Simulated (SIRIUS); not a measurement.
GaGe under changes of volume

One of the cells (24.821 Å³/atom); the others are scaled copies at fixed shape and fractional positions:

```
Ge Ga
1.0
     0.00000    2.91704    2.91704
     2.91704    0.00000    2.91704
     2.91704    2.91704    0.00000
Ge Ga
1 1
Direct
  0.00000 0.00000 0.00000
  0.25000 0.25000 0.25000
```

The cell comes from a database or a generator and needn't be the stable form of this composition.

| Property | Result |
| --- | --- |
| Program | SIRIUS 7.12.0 |
| Functional | PBEsol |
| Potentials or basis | PseudoDojo 0.4.1 PBEsol standard (scalar relativistic) |
| Cutoff | 1102 eV |
| Density cutoff | 4408 eV |
| k mesh | 8 × 8 × 8 |
| Occupations | fermi-dirac, width 0.05 eV |
| Spin | no spin polarisation |

| volume (Å³/atom) | energy over the lowest point (meV/atom) | pressure (GPa) |
| --- | --- | --- |
| 22.875 | 0.97 | 0.9 |
| 23.361 | 0.00 | -0.3 |
| 23.848 | ? | ? |
| 24.821 | 16.58 | -3.2 |
| 25.308 | 27.41 | -3.9 |
| 25.795 | 40.40 | -4.6 |

Task: What does the run at 23.848 Å³/atom give?

Result: Energy over the lowest point 2.54 meV/atom; pressure -1.4 GPa.

Worked out: A Birch-Murnaghan fit of order 3 (a polynomial in V^(-2/3)) to the other rows has its minimum at 23.24 Å³/atom with B0 = V·E''(V) = 57 GPa and B' = 4.8. It gives 2.54 meV/atom at 23.848 Å³/atom, against the run's 2.54, and -dE/dV = -1.4 GPa, against -1.4.

Energies are extrapolated to zero smearing.
